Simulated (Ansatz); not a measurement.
# La4H: the cost of one run

Computed with Ansatz 0.2.0 (DFT PBE, scalar-relativistic, plane waves, PAW, unless a step's input says otherwise).

## (1) The starting structure

Symmetry: C2/m, No. 12, monoclinic system. Conventional cell: a = 13.708 Å, b = 3.803 Å, c = 6.578 Å, α = 90.00°, β = 117.53°, γ = 90.00°. La (site symmetry m) has 1 H at 2.61 Å as nearest neighbours. La (site symmetry m) has 2 H at 2.66 Å as nearest neighbours. H (site symmetry 2/m) has 6 La at 2.61 to 2.66 Å as nearest neighbours.

As a file:

```cif
data_structure
_symmetry_space_group_name_H-M 'P 1'
_symmetry_Int_Tables_number 1
_cell_length_a 7.1130
_cell_length_b 7.1130
_cell_length_c 6.5780
_cell_angle_alpha 116.449
_cell_angle_beta 116.449
_cell_angle_gamma 31.012
_cell_volume 152.05
loop_
_atom_site_label
_atom_site_type_symbol
_atom_site_fract_x
_atom_site_fract_y
_atom_site_fract_z
_atom_site_occupancy
La1 La 0.11987 0.11987 0.44462 1
La2 La 0.62381 0.62381 0.95345 1
La3 La 0.88013 0.88013 0.55538 1
La4 La 0.37619 0.37619 0.04655 1
H1 H 0.00000 0.00000 0.00000 1
```

The start is the relaxed end of an invented cell (made as: species swapped into a database cell of MnB4 (C2/m, No. 12)), taken up again for a closer look.

## (2) A first look at the guess

input.yaml

```yaml
crystal:
  lattice:
    - [6.8540575, -1.901577, 0.0]
    - [6.8540575, 1.901577, 0.0]
    - [-3.040498, 0.0, 5.8331233]
  atoms:
    - { symbol: La, position: [0.119869, 0.119869, 0.444622] }
    - { symbol: La, position: [0.623812, 0.623812, 0.953453] }
    - { symbol: La, position: [0.880131, 0.880131, 0.555378] }
    - { symbol: La, position: [0.376188, 0.376188, 0.046547] }
    - { symbol: H, position: [0.0, 0.0, 0.0] }
basis:
  ecutwfc: 420
kpoints:
  mp_grid: { grid: [6, 6, 4] }
hamiltonian:
  xc: pbe
scf:
  occupations: { method: gaussian, width: 0.1 }
  lower_state_search: "off"
output:
  forces: true
  stress: true
  eigenvalues: true
```

On the command line:

```
$ ansatz run input.yaml --threads 1 --pin off --max-ram 3072MiB --backend cpu --events-out ev --progress --plain --runs-dir out
```

Q: Estimate wall time and peak memory on 1 thread of Intel Xeon Platinum 8375C at 2.90GHz (Ice Lake), shared host.

About 12 s, with a peak of 0.55 GiB.
